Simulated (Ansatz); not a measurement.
# AlSn4: the cost of one run

Program: Ansatz 0.2.0. Level of theory: DFT PBE, scalar-relativistic, plane waves, PAW. These are calculated values, not measurements.

1 further run of the same task is left out (set aside as unsound or not needed). Runs told in other sessions of the task aren't counted.

## 1. The structure to begin with

It takes space group Cmmm (No. 65, orthorhombic). The conventional cell has a = 8.605 Å, b = 9.352 Å, c = 3.453 Å, α = 90.00°, β = 90.00°, γ = 90.00°. Al (site symmetry mmm) is surrounded by 6 Sn at 2.83 to 2.92 Å. Sn (site symmetry m2m) has 1 Al at 2.83 Å and 4 Sn at 3.19 Å in its first shell of neighbours. Sn (site symmetry 2mm) has 2 Al at 2.92 Å and 4 Sn at 3.19 Å in its first shell of neighbours.

Structure file:

```
Al Sn
1.0
     4.30244   -4.67603    0.00000
     4.30244    4.67603    0.00000
     0.00000    0.00000    3.45346
Al Sn
1 4
Direct
  0.50000 0.50000 0.50000
  0.80264 0.19736 0.50000
  0.22661 0.22661 0.00000
  0.77339 0.77339 0.00000
  0.19736 0.80264 0.50000
```

The cell was relaxed beforehand at this level, from a database cell with other species swapped in; it needn't be the stable form of this composition. At a tolerance of 0.05 Å it has space group Cmmm (No. 65); it has 27.79 Å³/atom, an uncorrected energy of +0.15 eV/atom over the elements.

## 2. Static run: bands, density of states and charges

Contents of input.yaml:

```yaml
crystal:
  lattice:
    - [4.3024432836, -4.6760296685, 0.0]
    - [4.3024432836, 4.6760296685, 0.0]
    - [0.0, 0.0, 3.4534636746]
  atoms:
    - { symbol: Al, position: [0.5, 0.5, 0.5] }
    - { symbol: Sn, position: [0.8026419856, 0.1973580144, 0.5] }
    - { symbol: Sn, position: [0.2266121921, 0.2266121921, 0.0] }
    - { symbol: Sn, position: [0.7733878079, 0.7733878079, 0.0] }
    - { symbol: Sn, position: [0.1973580144, 0.8026419856, 0.5] }
basis:
  ecutwfc: 420
kpoints:
  mp_grid: { grid: [6, 6, 10] }
  band_path:
    path:
      - [[0.0, 0.0, 0.0], [-0.5, 0.5, 0.0], [-0.4616488, 0.5383512, 0.0]]
      - [[0.4616488, 0.4616488, 0.0], [0.0, 0.0, 0.0], [0.0, 0.0, 0.5], [0.4616488, 0.4616488, 0.5]]
      - [[-0.4616488, 0.5383512, 0.5], [-0.5, 0.5, 0.5], [-0.5, 0.5, 0.0]]
      - [[0.0, 0.0, 0.0], [0.0, 0.5, 0.0], [0.0, 0.5, 0.5], [0.0, 0.0, 0.5], [-0.5, 0.5, 0.5]]
    npoints: 14
hamiltonian:
  xc: pbe
scf:
  occupations: { method: gaussian, width: 0.1 }
  n_extra_bands: 12
output:
  forces: true
  stress: true
  eigenvalues: true
  populations: true
  dos: { projected: true, de: 0.02, nscf_kmesh: { grid: [8, 8, 12] } }
  bader: true
  write_density: true
  write_potential: true
  elf: true
  volumetric_format: npy
```

On the command line:

```bash
$ ansatz run input.yaml --threads 1 --pin off --max-ram 2560MiB --backend cpu --events-out ev --progress --plain --runs-dir out
```

Q: Estimate wall time and peak memory on 1 thread of Intel Xeon at 2.60GHz (Ice Lake), shared host.

About 85 s, with a peak of 0.85 GiB.
